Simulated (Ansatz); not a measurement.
LaTl, space group Pm-3m, the orbital character of the bands

Program: Ansatz 0.2.0, Python API.

Typed at the interpreter:
```pycon
>>> from pathlib import Path
>>> import ansatz as az
>>> import pandas as pd
>>> lattice = az.Lattice.of(
...     (3.936, 0.0, 0.0),
...     (0.0, 3.936, 0.0),
...     (0.0, 0.0, 3.936),
... )
>>> sites = [
...     ("La", (0.0, 0.0, 0.0)),
...     ("Tl", (0.5, 0.5, 0.5)),
... ]
>>> xtal = az.Crystal(lattice=lattice)
>>> for symbol, position in sites:
...     xtal = xtal.atom(symbol, position)
...
>>> points = {"G": (0.0, 0.0, 0.0), "X": (0.0, 0.5, 0.0), "M": (0.5, 0.5, 0.0), "R": (0.5, 0.5, 0.5)}
>>> base = (
...     xtal.calculation()
...     .occupations("cold", width=0.02)
...     .mixing("msr1", ndim=4, beta=0.6)
...     .scf(tolerance=1e-07, max_iterations=80, extra_bands=16)
...     .functional("PBEsol")
...     .kpoints(6, center="gamma")
...     .band_structure(list(points.values()), intervals=1)
...     .fat_bands()
... )
>>> planned = base.session().plan(threads=1)
DeckWarning: basis.ecutwfc = 420 eV, auto-derived from the records' recommended cutoffs: set by La (normal level)
>>> facts = planned.describe()
>>> print("plan:", facts["n_bands"], "bands,", len(facts["kpoints_frac"]), "k-points, plane waves", facts["n_pw_range"], "grid", facts["fft_dense"])
plan: 28 bands, 20 k-points, plane waves [1180, 1222] grid [27, 27, 27]
>>> done = planned.execute()

>>> rep = done.report
>>> [(site.symbol, site.position_frac.round(4).tolist()) for site in done.lattice.sites]
[(<Element.LA: 'La'>, [0.0, 0.0, 0.0]), (<Element.TL: 'Tl'>, [0.5, 0.5, 0.5])]
>>> file = Path(done.write_results("results")) / "fatbands.tsv"
>>> names = file.read_text().splitlines()[0].lstrip("# ").split("\t")
>>> table = pd.read_csv(file, sep="\t", comment="#", names=names)
>>> near = table[table.e_minus_ef.abs() < 4]
>>> for ik, label in enumerate(points):
...     print(label)
...     for _, row in near[near.ik == ik].iterrows():
...         main = row[names[4:]].astype(float).nlargest(2)
...         print(f"   band {int(row.band):3d} {row.e_minus_ef:7.3f} eV  " + ", ".join(f"{k} {v:.2f}" for k, v in main.items()))
...
G
   band  10  -0.248 eV  la0_l2_5D 0.97, tl1_l2_5D 0.02
   band  11  -0.248 eV  la0_l2_5D 0.97, tl1_l2_5D 0.02
   band  12   1.415 eV  la0_l3_4F 0.83, tl1_l1_6P 0.16
   band  13   1.415 eV  la0_l3_4F 0.83, tl1_l1_6P 0.16
   band  14   1.415 eV  la0_l3_4F 0.83, tl1_l1_6P 0.16
   band  15   1.680 eV  la0_l3_4F 0.99, la0_l0_5S 0.00
   band  16   1.680 eV  la0_l3_4F 0.99, la0_l0_5S 0.00
   band  17   1.680 eV  la0_l3_4F 0.99, la0_l0_5S 0.00
   band  18   1.868 eV  la0_l3_4F 1.00, la0_l0_5S 0.00
   band  19   3.986 eV  la0_l2_5D 0.99, tl1_l2_5D 0.01
   band  20   3.986 eV  la0_l2_5D 0.99, tl1_l2_5D 0.01
   band  21   3.986 eV  la0_l2_5D 0.99, tl1_l2_5D 0.01
X
   band  10  -3.111 eV  tl1_l1_6P 0.48, la0_l2_5D 0.22
   band  11  -0.017 eV  la0_l2_5D 0.99, la0_l0_5S 0.00
   band  12   0.586 eV  la0_l2_5D 0.75, tl1_l1_6P 0.25
   band  13   0.586 eV  la0_l2_5D 0.75, tl1_l1_6P 0.25
   band  14   1.513 eV  la0_l3_4F 0.98, tl1_l2_5D 0.00
   band  15   1.622 eV  la0_l3_4F 0.98, tl1_l0_6S 0.01
   band  16   1.767 eV  la0_l3_4F 0.99, tl1_l2_5D 0.00
   band  17   1.767 eV  la0_l3_4F 0.99, tl1_l2_5D 0.00
   band  18   1.861 eV  la0_l3_4F 1.00, tl1_l2_5D 0.00
   band  19   1.992 eV  la0_l3_4F 1.00, tl1_l2_5D 0.00
   band  20   1.992 eV  la0_l3_4F 1.00, tl1_l2_5D 0.00
   band  21   3.924 eV  la0_l2_5D 0.99, la0_l0_5S 0.00
M
   band  10  -0.409 eV  tl1_l1_6P 0.81, la0_l3_4F 0.11
   band  11  -0.409 eV  tl1_l1_6P 0.81, la0_l3_4F 0.11
   band  12   0.258 eV  la0_l2_5D 0.80, la0_l0_6S 0.16
   band  13   1.449 eV  la0_l3_4F 0.91, tl1_l1_6P 0.09
   band  14   1.639 eV  la0_l3_4F 0.97, tl1_l1_6P 0.02
   band  15   1.639 eV  la0_l3_4F 0.97, tl1_l1_6P 0.02
   band  16   1.966 eV  la0_l3_4F 1.00, la0_l0_5S 0.00
   band  17   2.001 eV  la0_l3_4F 1.00, la0_l1_5P 0.00
   band  18   2.017 eV  la0_l3_4F 0.91, tl1_l1_6P 0.08
   band  19   2.017 eV  la0_l3_4F 0.91, tl1_l1_6P 0.08
   band  20   2.509 eV  la0_l2_5D 0.97, tl1_l2_5D 0.02
   band  21   2.509 eV  la0_l2_5D 0.97, tl1_l2_5D 0.02
R
   band  10  -2.419 eV  la0_l2_5D 0.63, tl1_l1_6P 0.36
   band  11  -2.419 eV  la0_l2_5D 0.63, tl1_l1_6P 0.36
   band  12  -2.419 eV  la0_l2_5D 0.63, tl1_l1_6P 0.36
   band  13   1.707 eV  la0_l3_4F 0.99, la0_l1_5P 0.00
   band  14   1.707 eV  la0_l3_4F 0.99, la0_l1_5P 0.00
   band  15   1.707 eV  la0_l3_4F 0.99, la0_l1_5P 0.00
   band  16   1.925 eV  la0_l3_4F 1.00, la0_l0_5S 0.00
   band  17   1.925 eV  la0_l3_4F 1.00, la0_l0_5S 0.00
   band  18   1.925 eV  la0_l3_4F 1.00, la0_l0_5S 0.00
   band  19   2.135 eV  la0_l3_4F 0.94, tl1_l0_6S 0.06
```

Caveats:
- The settings weren't tested for convergence.
- For a metal this k-point mesh is coarse: on a finer one energies can move by several to tens of meV an atom and pressures by half a GPa or more, differences at one mesh by less.
- The structure is a deposited one; some such entries were measured under pressure or heat, so a shift against it needn't be the functional's error alone.
- Gaps and levels are Kohn-Sham values on a finite set of k-points, without spin-orbit coupling.
- Warnings are shown shortened and without file and line.
- Energies are less the Fermi level and bands count from 0. Only the largest channels are printed, equivalent atoms hold more, and in degenerate sets the split between sites is arbitrary; shells that the potentials lack have no channel.
- Finished in 3.6 s on 1 thread of Arm Neoverse V1, on a shared host, peak memory 0.42 GiB.

(Lines on the test bed's own set-up are left out of the output.)
